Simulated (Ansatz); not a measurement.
**C10H19N2Sc: small, medium and large basis sets**

An exercise on one series of results from a longer session: the logs are not shown, and one member is left open.

The runs use Ansatz 0.2.0, Gaussian basis; one geometry, several basis sets.

Levels to be run: PBE0-D4/def2-SVP; ωB97M-V/def2-SVP; PBE0-D4/def2-QZVPP; ωB97M-V/def2-QZVPP; the functionals' def2-TZVPP values are taken from earlier runs.

## Structure used throughout

The geometry comes from an earlier relaxation with PBE0-D4 in a triple-zeta def2 set; it is a stationary point, not always the lowest conformer.

SMILES `C[N](C)[Sc]1234([N](C)C)[C@@H]5[C@H]1[C@H]2[C@@]3(C)[C@@H]54`, 32 atoms, charge 0, spin multiplicity 1.

Atoms are counted from 1 here; the program's logs count them from 0.

Bond lengths: C1–N2 1.432 Å, C1–H14 1.093 Å, C1–H15 1.102 Å, C1–H16 1.103 Å, N2–C3 1.439 Å, N2–Sc4 1.996 Å, C3–H17 1.103 Å, C3–H18 1.105 Å, C3–H19 1.102 Å, Sc4–N5 2.012 Å, Sc4–C8 2.480 Å, Sc4–C9 2.467 Å, Sc4–C10 2.464 Å, Sc4–C11 2.499 Å, Sc4–C13 2.473 Å, N5–C6 1.440 Å, N5–C7 1.445 Å, C6–H20 1.102 Å and more. Angles: N2–C1–H14 110.7°, N2–C1–H15 112.1°, N2–C1–H16 112.5°, H14–C1–H15 107.2°, H14–C1–H16 107.5°, H15–C1–H16 106.6°, C1–N2–C3 112.4°, C1–N2–Sc4 139.3°, C3–N2–Sc4 107.9°, N2–C3–H17 113.2°, N2–C3–H18 111.2°, N2–C3–H19 112.6°, H17–C3–H18 105.6°, H17–C3–H19 107.2°, H18–C3–H19 106.5°, N2–Sc4–N5 113.5°, N2–Sc4–C8 146.0°, N2–Sc4–C9 142.5° and more.

Geometry (Å):

```xyz
32
charge 0, multiplicity 1
C    -2.5999   -1.4441   -0.0800
N    -1.6830   -0.4132    0.3018
C    -2.1574    0.3541    1.4231
Sc    0.1731    0.1920   -0.1147
N     0.3049    2.1574   -0.5224
C     1.4565    2.9696   -0.8171
C    -0.8906    2.9666   -0.5757
C     2.5949   -0.2551    0.1735
C     2.2820   -0.5391   -1.1666
C     1.4091   -1.6561   -1.1773
C     1.1901   -2.0752    0.1527
C     0.4003   -3.2604    0.5957
C     1.9063   -1.1861    0.9863
H    -2.2070   -2.0176   -0.9239
H    -3.5763   -1.0369   -0.3900
H    -2.8007   -2.1551    0.7392
H    -3.0781    0.9205    1.2039
H    -1.4121    1.1068    1.7364
H    -2.3622   -0.2714    2.3075
H     1.3797    3.4424   -1.8100
H     1.5789    3.7894   -0.0900
H     2.3737    2.3782   -0.8040
H    -0.8745    3.7814    0.1672
H    -1.0147    3.4422   -1.5619
H    -1.7860    2.3662   -0.3932
H     3.2282    0.5464    0.5262
H     2.6345    0.0014   -2.0334
H     0.9969   -2.1307   -2.0588
H    -0.1118   -3.0717    1.5410
H     1.0530   -4.1272    0.7395
H    -0.3543   -3.5373   -0.1420
H     1.9464   -1.2372    2.0669
```

The first run:

in.yaml

```yaml
crystal:
  periodic: [false, false, false]
  atoms:
    - {symbol: C, position_ang: [-2.599946, -1.444097, -0.079951]}
    - {symbol: N, position_ang: [-1.682981, -0.413188, 0.301847]}
    - {symbol: C, position_ang: [-2.157360, 0.354068, 1.423056]}
    - {symbol: Sc, position_ang: [0.173132, 0.191990, -0.114723]}
    - {symbol: N, position_ang: [0.304864, 2.157423, -0.522369]}
    - {symbol: C, position_ang: [1.456498, 2.969557, -0.817058]}
    - {symbol: C, position_ang: [-0.890639, 2.966553, -0.575665]}
    - {symbol: C, position_ang: [2.594933, -0.255132, 0.173529]}
    - {symbol: C, position_ang: [2.282019, -0.539095, -1.166581]}
    - {symbol: C, position_ang: [1.409101, -1.656063, -1.177310]}
    - {symbol: C, position_ang: [1.190053, -2.075175, 0.152654]}
    - {symbol: C, position_ang: [0.400291, -3.260406, 0.595686]}
    - {symbol: C, position_ang: [1.906334, -1.186146, 0.986286]}
    - {symbol: H, position_ang: [-2.206955, -2.017609, -0.923938]}
    - {symbol: H, position_ang: [-3.576277, -1.036863, -0.389974]}
    - {symbol: H, position_ang: [-2.800735, -2.155142, 0.739151]}
    - {symbol: H, position_ang: [-3.078051, 0.920485, 1.203936]}
    - {symbol: H, position_ang: [-1.412139, 1.106776, 1.736369]}
    - {symbol: H, position_ang: [-2.362224, -0.271426, 2.307493]}
    - {symbol: H, position_ang: [1.379688, 3.442408, -1.809980]}
    - {symbol: H, position_ang: [1.578944, 3.789395, -0.089970]}
    - {symbol: H, position_ang: [2.373669, 2.378199, -0.804041]}
    - {symbol: H, position_ang: [-0.874486, 3.781364, 0.167204]}
    - {symbol: H, position_ang: [-1.014695, 3.442226, -1.561936]}
    - {symbol: H, position_ang: [-1.786036, 2.366180, -0.393234]}
    - {symbol: H, position_ang: [3.228202, 0.546374, 0.526250]}
    - {symbol: H, position_ang: [2.634506, 0.001447, -2.033402]}
    - {symbol: H, position_ang: [0.996924, -2.130653, -2.058799]}
    - {symbol: H, position_ang: [-0.111804, -3.071747, 1.541034]}
    - {symbol: H, position_ang: [1.052998, -4.127194, 0.739497]}
    - {symbol: H, position_ang: [-0.354278, -3.537304, -0.141979]}
    - {symbol: H, position_ang: [1.946441, -1.237232, 2.066908]}
basis:
  gaussian: {orbitals: def2-SVP}
hamiltonian: {xc: pbe0, dispersion: d4}
output: {orbitals: {seedname: orbitals}}
```

The run is started by

```console
> ansatz run in.yaml --threads 11 --pin off --events-out ev --progress --plain --max-ram 110592MiB --backend cuda --devices 0, --max-vram 75GiB
```

Among the steps run: PBE0-D4 in def2-SVP; ωB97M-V in def2-SVP; PBE0-D4 in def2-QZVPP; ωB97M-V in def2-QZVPP.

One of the session's tables, all rows but one given; the rest of the session is left out.

It belongs to the step «Density functionals: the series». 

```
functional       basis  HOMO (eV)
   PBE0-D4    def2-SVP      -5.52
   PBE0-D4  def2-TZVPP      -5.62
   PBE0-D4  def2-QZVPP      -5.64
   ωB97M-V    def2-SVP      -7.79
   ωB97M-V  def2-TZVPP      -7.89
   ωB97M-V  def2-QZVPP          ?
```

**Question.** Estimate the row for ωB97M-V, def2-QZVPP.

As computed: HOMO (eV): -7.90. In the column «HOMO (eV)» it is the lowest.
